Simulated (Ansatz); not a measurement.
# CH5GeNS: a ladder of functionals and wavefunction methods

Aim: compute CH5GeNS with functionals from several rungs and with coupled cluster. The yardstick is the atomisation energy at the CCSD(T) limit.

Method: functionals in def2-TZVPP, the program's frozen cores in correlated methods; program: Ansatz 0.2.0, Gaussian basis.

The runs, in order: LDA (SPW92), PBE-D4, revPBE-D4, BLYP-D4, r2SCAN-D4, B97M-V, PBE0-D4, B3LYP-D4, r2SCANh-D4, r2SCAN0-D4, HSE06-D4, BHLYP-D4, CAM-B3LYP-D4, LC-ωPBE, ωB97X-V, ωB97M-V, B2PLYP, PBE-QIDH; CCSD(T)/def2-SVP; CCSD(T)/def2-TZVPP; MP2/def2-QZVPP; extrapolation to the limit; RPA on PBE.

## Step 1: The relaxed structure

All runs share one geometry, relaxed beforehand with PBE0-D4 in a triple-zeta def2 set.

9 atoms, charge 0, spin multiplicity 1.

Atoms are counted from 1 here; the program's logs count them from 0.

Bond lengths: C1–S2 1.808 Å, C1–H5 1.091 Å, C1–H6 1.091 Å, C1–H7 1.090 Å, S2–Ge3 2.246 Å, Ge3–N4 1.822 Å, N4–H8 1.007 Å, N4–H9 1.007 Å. Angles: S2–C1–H5 111.2°, S2–C1–H6 111.2°, S2–C1–H7 107.3°, H5–C1–H6 110.1°, H5–C1–H7 108.5°, H6–C1–H7 108.5°, C1–S2–Ge3 107.7°, S2–Ge3–N4 99.7°, Ge3–N4–H8 127.7°, Ge3–N4–H9 119.9°, H8–N4–H9 112.4°.

## Step 2: LDA

This LDA is Slater exchange with PW92 correlation.

in.yaml reads:

```yaml
crystal:
  periodic: [false, false, false]
  atoms:
    - {symbol: C, position_ang: [-0.261534, 0.978581, -0.953309]}
    - {symbol: S, position_ang: [1.488978, 0.528348, -0.893579]}
    - {symbol: Ge, position_ang: [1.734287, -1.052768, 0.682502]}
    - {symbol: N, position_ang: [0.005194, -1.204374, 1.235262]}
    - {symbol: H, position_ang: [-0.879602, 0.122651, -1.228026]}
    - {symbol: H, position_ang: [-0.595095, 1.391340, -0.000201]}
    - {symbol: H, position_ang: [-0.373337, 1.745269, -1.719793]}
    - {symbol: H, position_ang: [-0.796930, -0.698799, 0.895268]}
    - {symbol: H, position_ang: [-0.233462, -1.856648, 1.964976]}
basis:
  gaussian: {orbitals: def2-TZVPP}
hamiltonian: {xc: lda}
output: {orbitals: {seedname: orbitals}}
```

Further steps of the session: PBE-D4 (GGA); revPBE-D4 (GGA); BLYP-D4 (GGA); r2SCAN-D4 (meta-GGA); B97M-V (meta-GGA); PBE0-D4 (hybrid); B3LYP-D4 (hybrid); r2SCANh-D4 (hybrid); r2SCAN0-D4 (hybrid); HSE06-D4 (hybrid); BHLYP-D4 (hybrid); CAM-B3LYP-D4 (range-separated); LC-ωPBE-D4 (range-separated); ωB97X-V (range-separated); ωB97M-V (range-separated); B2PLYP (double hybrid); PBE-QIDH (double hybrid); CCSD(T) in def2-SVP; CCSD(T) in def2-TZVPP; MP2 in def2-QZVPP; RPA on PBE orbitals.

**Question.** What will the summary of the whole plan be? Wanted: atomisation energy, CCSD(T)/CBS; farthest beyond LDA; mean size of error, GGA; mean size of error, meta-GGA; mean size of error, hybrid; mean size of error, range-separated; mean size of error, double hybrid; gap, smallest and largest; T1 diagnostic.

The runs gave:

| quantity | value |
| --- | --- |
| atomisation energy, CCSD(T)/CBS | 31.777 eV |
| functionals within 0.318 eV (1.0 %) | revPBE-D4, BLYP-D4, r2SCAN-D4, B97M-V, PBE0-D4, B3LYP-D4, r2SCANh-D4, HSE06-D4, CAM-B3LYP-D4, ωB97X-V, ωB97M-V |
| farthest beyond LDA | BHLYP-D4 (-1.062 eV) |
| mean size of error, GGA | 0.309 eV |
| mean size of error, meta-GGA | 0.064 eV |
| mean size of error, hybrid | 0.341 eV |
| mean size of error, range-separated | 0.168 eV |
| mean size of error, double hybrid | 0.452 eV |
| gap, smallest and largest | 3.56 eV (LDA (SPW92)), 10.06 eV (LC-ωPBE) |
| T1 diagnostic | 0.0138 |
| triples share of the correlation energy | 4.3 % |

In words: LDA overbinds by 4.837 eV (15 %). PBE-D4 is off by +0.720 eV. Double hybrids carry the basis error of their MP2 part in triple zeta, and no dispersion term here, so their miss is partly the set-up's. The rungs meta-GGA, range-separated, GGA miss on average by less than the doubt on the reference (0.318 eV), so they tie. The reference freezes the cores and leaves out relativity and excitations past (T), and its outer-core shells are covered unevenly, so misses under about 0.318 eV can't be ranked. Hartree-Fock recovers 68 % of the binding; the rest is correlation. CCSD(T) in def2-SVP is off by -2.528 eV, which most functionals beat. The gap grows from 3.6 to 10.1 eV across the functionals, mostly with the share of exact exchange. Correlated methods include outer-core shells of Ge, which these sets cover unevenly.
